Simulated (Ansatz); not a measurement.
Write a Python script for Ansatz 0.2.0 through its Python package that makes a search for lower mean-field states of AsH6In, SMILES [AsH3+][InH3-]. Level of theory (for the species named): Hartree-Fock, def2-SVP basis, multiplicity 1.

Contents of `ash6in.xyz`:
```text
8

As   -0.62740    0.32029   -0.95379
In    0.89980   -0.46051    1.39184
H    -1.66876    1.39193   -1.01166
H    -1.51275   -0.58898   -1.74369
H    -0.01765    0.83751   -2.21648
H     0.14991    0.65530    2.43920
H     2.41189   -0.07673    0.71279
H     0.36496   -2.07882    1.38180
```

Script `states.py`:
```python
"""Does a wider search find a lower mean-field state of AsH6In?"""

import ansatz as az
import numpy as np


def main() -> None:
    system = az.Crystal.molecule_from_extxyz("ash6in.xyz")
    symbols = [site.symbol for site in system.cartesian_sites]

    start = np.array([site.position_ang for site in system.cartesian_sites])
    for factor in [1.0, 1.3]:
        xyz = (start - start.mean(axis=0)) * factor
        scaled = az.Crystal.molecule()
        for symbol, place in zip(symbols, xyz):
            scaled = scaled.atom(symbol, place.tolist())
        calc = scaled.calculation()
        calc = calc.basis(gaussian="def2-SVP")
        calc = calc.functional("hf").spin("collinear")
        for search in ("off", "standard"):
            try:
                r = calc.scf(lower_state_search=search).run(threads=1, pin="off").report
            except az.AnsatzError as error:
                print(f"x{factor} search {search}: {type(error).__name__}")
                continue
            state = r["mean_field"]["state"]
            print(f"all distances x{factor}, search {search:8s} E = {r['free_energy_ev']:.5f} eV  <S^2> = {abs(state['spin_squared']):.3f}  other states met: {len(r['mean_field']['others'])}")


if __name__ == "__main__":
    main()
```

```console
$ python states.py
all distances x1.0, search off      E = -66030.00134 eV  <S^2> = 0.000  other states met: 0
all distances x1.0, search standard E = -66030.00134 eV  <S^2> = 0.000  other states met: 0
all distances x1.3, search off      E = -66024.22444 eV  <S^2> = 0.000  other states met: 0
all distances x1.3, search standard E = -66024.22820 eV  <S^2> = 0.099  other states met: 3
```

Caveats:
- Total energies depend on the basis set; only differences at equal settings carry meaning.
- The count of other states can hold repeated and symmetry-equivalent ends of the search; scaling all distances is a test, and for more than two atoms no physical path.
- The structure is a rough, unrelaxed start.
- def2 sets replace the cores of elements past krypton by effective core potentials.
- The expectation value of S² is noticeably off S(S+1) in at least one run, so that state is spin-contaminated.
- Run time: 25 s on 1 thread of Arm Neoverse V1, with other jobs on the host, peak memory 0.31 GiB.

(Lines on the test bed's own set-up are left out of the output.)
